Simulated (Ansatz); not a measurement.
## Co3W, space group Pm-3m: cell relaxations under several functionals, step by step

Program: the Python package of Ansatz (0.2.0).

Interactive session:
```pycon
>>> import ansatz as az
>>> import numpy as np
>>> SMEARING_WIDTH = 0.01
>>> MAX_SCF = 100
>>> def edges_and_angles(cell):
...     cell = np.asarray(cell)
...     a, b, c = np.linalg.norm(cell, axis=1)
...     cosines = cell[1] @ cell[2] / (b * c), cell[0] @ cell[2] / (a * c), cell[0] @ cell[1] / (a * b)
...     return (a, b, c, *np.degrees(np.arccos(cosines)))
...
>>> cell = (
...     az.Lattice.cubic(3.566873)
...     .space_group(221)
...     .atom("Co", (0.5, 0.5, 0.0))
...     .atom("W", (0.0, 0.0, 0.0))
...     .moments(Co=2.5)
... )
>>> cell.resolved().tree()["lattice"]
((3.566873, 0.0, 0.0), (2.1840798012075587e-16, 3.566873, 0.0), (2.1840798012075587e-16, 2.1840798012075587e-16, 3.566873))
>>> job = (
...     cell.calculation()
...     .accuracy("low")  # preset for grids and thresholds
...     .kpoints(8, center="gamma")
...     .occupations(az.OccupationsMethod.FERMI_DIRAC, width=SMEARING_WIDTH)
...     .spin("collinear")  # spin-polarised run
...     .eigensolver("davidson", full_accuracy=True)
...     .scf(max_iterations=MAX_SCF)
...     .relax(cell=True, max_steps=40)  # relax until the tolerances are met
... )
>>> levels = [("blyp", "d3bj"), ("pbesol", "d3bj"), ("lda", "none")]
>>> print("level            a       b       c    alpha   beta  gamma  V/atom  steps")
level            a       b       c    alpha   beta  gamma  V/atom  steps
>>> for name, dispersion in levels:
...     seen = []
...     run = job.functional(name, dispersion=dispersion).session().plan()
...     result = run.execute(on_event=lambda e: seen.append(e) if e["event"] == "relax_step" else None)
...     cell = result.lattice.cell_ang
...     label = name if dispersion == "none" else f"{name}+{dispersion}"
...     print("{:13s} {:7.4f} {:7.4f} {:7.4f} {:6.2f} {:6.2f} {:6.2f}".format(label, *edges_and_angles(cell)), f"{abs(np.linalg.det(cell)) / len(result.lattice.sites):7.3f} {len(seen):5d}")
...
DeckWarning: basis.ecutwfc = 420 eV, auto-derived from the records' recommended cutoffs: set by Co (normal level)
RunWarning: the net moment that the starting moments add up to was not kept: the SCF closed with a net magnetisation of 7.4e-1 μB in size, at most 0.1 of the 7.5 μB that the starting moments add up [...]
blyp+d3bj      3.5672  3.5672  3.5672  90.00  90.00  90.00  11.348     3
pbesol+d3bj    3.5224  3.5224  3.5224  90.00  90.00  90.00  10.926     6
RunWarning: the starting moments were not kept: the SCF closed with an absolute magnetisation of 7.0e-1 μB, where they sum to 7.5 μB in size (3 sites). That is at most 0.1 of that sum. The system's [...]
lda            3.5199  3.5199  3.5199  90.00  90.00  90.00  10.903     7
```

From smallest to largest: LDA (10.90 Å³ an atom, -3.9 % against the start), PBEsol+D3BJ (10.93 Å³ an atom, -3.7 % against the start) and BLYP+D3BJ (11.35 Å³ an atom, +0.0 % against the start). The spread is 4.1 % in volume.

What to keep in mind:
- The settings weren't tested for convergence.
- The SCF didn't keep the moments it started from (some shrank, vanished or turned); what is printed is the state reached.
- Forces vanish by symmetry, so the ions can't move, and the end may be a saddle.
- BLYP and dispersion corrections can be off by several per cent in the lattices of metals, and by several GPa in the pressure at a fixed cell.
- For a metal this k-point mesh is coarse: on a finer one energies can move by several to tens of meV an atom and pressures by half a GPa or more, differences at one mesh by less.
- Spin-orbit coupling, which matters for elements this heavy, is left out.
- The structure comes from a database of computed cells and needn't be a stable or known phase.
- Warnings are shown shortened and without file and line.
- It ran for 6.5 min on 1 thread of Arm Neoverse V1, with other jobs on the host, peak memory 0.5 GiB.

(A comment or docstring line of the script was reworded after the run, the code is as it ran.)
